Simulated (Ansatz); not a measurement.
# C₂H₂Te: up Jacob's ladder to CCSD(T)

How much do the methods differ for C₂H₂Te? The plan is to run it at one geometry with functionals of several rungs and with coupled cluster. The yardstick is the atomisation energy at the CCSD(T) limit.

Method: functionals in def2-TZVPP, the program's frozen cores in correlated methods; program: Ansatz 0.2.0, Gaussian basis.

The runs, in order: LDA (SPW92), PBE-D4, revPBE-D4, BLYP-D4, r2SCAN-D4, B97M-V, PBE0-D4, B3LYP-D4, r2SCANh-D4, r2SCAN0-D4, HSE06-D4, BHLYP-D4, CAM-B3LYP-D4, LC-ωPBE, ωB97X-V, ωB97M-V, B2PLYP, PBE-QIDH; CCSD(T)/def2-SVP; CCSD(T)/def2-TZVPP; MP2/def2-QZVPP; extrapolation to the limit; RPA on PBE.

1 further run of the same task is left out (for a known fault of the program).

### 1 The relaxed structure

All runs share one geometry, relaxed beforehand with PBE0-D4 in a triple-zeta def2 set. Te takes the def2 core potential; no spin-orbit term is included.

5 atoms, charge 0, spin multiplicity 1.

Atoms are counted from 1 here; the program's logs count them from 0.

Bond lengths: C1–C2 1.271 Å, C1–Te3 2.175 Å, C1–H4 1.077 Å, C2–Te3 2.175 Å, C2–H5 1.077 Å. Angles: C2–C1–Te3 73.0°, C2–C1–H4 148.9°, Te3–C1–H4 138.1°, C1–C2–Te3 73.0°, C1–C2–H5 148.9°, Te3–C2–H5 138.1°, C1–Te3–C2 34.0°.

### 2 LDA

This LDA is Slater exchange with PW92 correlation.

Input file in.yaml:

```yaml
crystal:
  periodic: [false, false, false]
  atoms:
    - {symbol: C, position_ang: [-0.523154, -0.346055, -0.225601]}
    - {symbol: C, position_ang: [0.334843, 0.564687, -0.002734]}
    - {symbol: Te, position_ang: [1.024885, -1.223568, 1.024625]}
    - {symbol: H, position_ang: [-1.444581, -0.650273, -0.691914]}
    - {symbol: H, position_ang: [0.658007, 1.581609, -0.145775]}
basis:
  gaussian: {orbitals: def2-TZVPP}
hamiltonian: {xc: lda}
output: {orbitals: {seedname: orbitals}}
```

Started as:

```console
$ ansatz run in.yaml --threads 2 --pin off --events-out ev --progress --plain --max-ram 4352MiB
```

After this run come: PBE-D4 (GGA); revPBE-D4 (GGA); BLYP-D4 (GGA); r2SCAN-D4 (meta-GGA); B97M-V (meta-GGA); PBE0-D4 (hybrid); B3LYP-D4 (hybrid); r2SCANh-D4 (hybrid); r2SCAN0-D4 (hybrid); HSE06-D4 (hybrid); BHLYP-D4 (hybrid); CAM-B3LYP-D4 (range-separated); LC-ωPBE (range-separated); ωB97X-V (range-separated); ωB97M-V (range-separated); B2PLYP (double hybrid); PBE-QIDH (double hybrid); CCSD(T) in def2-SVP; CCSD(T) in def2-TZVPP; MP2 in def2-QZVPP; RPA on PBE orbitals.

Before running them: what should the planned runs give, taken together? Wanted: atomisation energy, CCSD(T)/CBS; farthest beyond LDA; mean size of error, GGA; mean size of error, meta-GGA; mean size of error, hybrid; mean size of error, range-separated; mean size of error, double hybrid; gap, smallest and largest; T1 diagnostic.

As calculated:

```
                               quantity                                                               value
        atomisation energy, CCSD(T)/CBS                                                      426.7 kcal/mol
functionals within 4.3 kcal/mol (1.0 %)  revPBE-D4, BLYP-D4, r2SCAN-D4, B97M-V, PBE0-D4, B3LYP-D4, HSE06-D4
                    farthest beyond LDA                                           BHLYP-D4 (-24.7 kcal/mol)
                mean size of error, GGA                                                        7.8 kcal/mol
           mean size of error, meta-GGA                                                        2.1 kcal/mol
             mean size of error, hybrid                                                        8.7 kcal/mol
    mean size of error, range-separated                                                        6.2 kcal/mol
      mean size of error, double hybrid                                                        5.4 kcal/mol
              gap, smallest and largest                                2.28 eV (BLYP-D4), 8.79 eV (LC-ωPBE)
                          T1 diagnostic                                                              0.0112
triples share of the correlation energy                                                               3.9 %
```

In words: The LDA atomisation energy is off by 76.2 kcal/mol (18 %): it overbinds. PBE-D4 is off by +17.7 kcal/mol. Double hybrids carry the basis error of their MP2 part in triple zeta, and no dispersion term here, so their miss is partly the set-up's. Taken by rung, meta-GGA functionals do best (2.1 kcal/mol on average) and hybrid ones worst beyond LDA (8.7 kcal/mol). The mean of the hybrids holds BHLYP, with half exact exchange. The reference freezes the cores and leaves out spin-orbit coupling and excitations past (T), and its outer-core shells are covered unevenly, so misses under about 4.3 kcal/mol can't be ranked. All levels share the lack of spin-orbit coupling, which lowers the free heavy atoms and so the true binding. Hartree-Fock recovers 65 % of the binding; the rest is correlation. CCSD(T) in def2-SVP is off by -33.1 kcal/mol, worse than the median functional, from the basis alone. The gap grows from 2.3 to 8.8 eV across the functionals, mostly with the share of exact exchange. Correlated methods include outer-core shells of Te, which these sets cover unevenly.
